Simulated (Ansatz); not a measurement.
# BaHPb: what a guessed cell relaxes into

The task: take a trial cell of BaHPb to zero force and stress, then test the end with a random kick.

Method: DFT PBE, scalar-relativistic, plane waves, PAW, in Ansatz 0.2.0.

## 1. The system as given

Symmetry: P4/mmm, No. 123, tetragonal system. The conventional cell has a = 4.091 Å, b = 4.091 Å, c = 4.167 Å, α = 90.00°, β = 90.00°, γ = 90.00°. Around Ba (site symmetry 4/mmm) lie 4 Pb at 2.89 Å. H (site symmetry 4/mmm) has 2 Pb at 2.08 Å as nearest neighbours. Pb (site symmetry 4/mmm) has 2 H at 2.08 Å as nearest neighbours.

Coordinates:

```xyz
3
Lattice="4.0913 0.0000 0.0000 0.0000 4.0913 0.0000 0.0000 0.0000 4.1671" Properties=species:S:1:pos:R:3 pbc="T T T"
Ba    0.0000    0.0000    0.0000
H     2.0456    2.0456    2.0836
Pb    2.0456    2.0456    0.0000
```

Recipe of the guess: species swapped into a database cell of DyCoC (P4/mmm, No. 123), with Ba on the Dy sites, H on the Co sites and Pb on the C sites. Its size is a rough estimate.

## 2. A first look at the guess

Input file input.yaml:

```yaml
crystal:
  lattice:
    - [4.09127512, 0.0, 0.0]
    - [0.0, 4.09127512, 0.0]
    - [0.0, 0.0, 4.16713655]
  atoms:
    - { symbol: Ba, position: [0.0, 0.0, 0.0] }
    - { symbol: H, position: [0.5, 0.5, 0.5] }
    - { symbol: Pb, position: [0.5, 0.5, 0.0] }
basis:
  ecutwfc: 420
kpoints:
  mp_grid: { grid: [4, 4, 4] }
hamiltonian:
  xc: pbe
scf:
  occupations: { method: gaussian, width: 0.1 }
  lower_state_search: "off"
output:
  forces: true
  stress: true
  eigenvalues: true
```

On the command line:

```
$ ansatz run input.yaml --threads 1 --pin off --max-ram 2048MiB --backend cpu --events-out ev --progress --plain --runs-dir out
```

Further runs follow: coarse relaxation; relaxation on the finer mesh; reference for the kick test; random kick, then relaxation; the kicked end on a coarse mesh; full relaxation (after the kick).

Q: Predict the outcome of this session. Wanted: conventional cell; volume; energy over the elements; gap on the mesh.

**Answer**, as computed:

| quantity | value |
| --- | --- |
| symmetry at the first end (tolerance 0.05 Å) | space group P4/mmm (No. 123) |
| conventional cell | a = 4.994 Å, b = 4.994 Å, c = 4.519 Å, α = 90.00°, β = 90.00°, γ = 90.00° |
| volume | 37.58 Å³/atom |
| energy over the elements (uncorrected; H, N, O, F and Cl as molecules) | +0.21 eV/atom |
| gap on the mesh | none (metal) |

The space group P4/mmm (No. 123) is kept, and the volume per atom grows by 61.6 % from the first guess. With a positive formation energy it can't be a ground state. The kicked cell fell well below the first end on the coarse mesh, so that end is a saddle point or a shallow minimum. Spin-orbit coupling is left out for Pb.
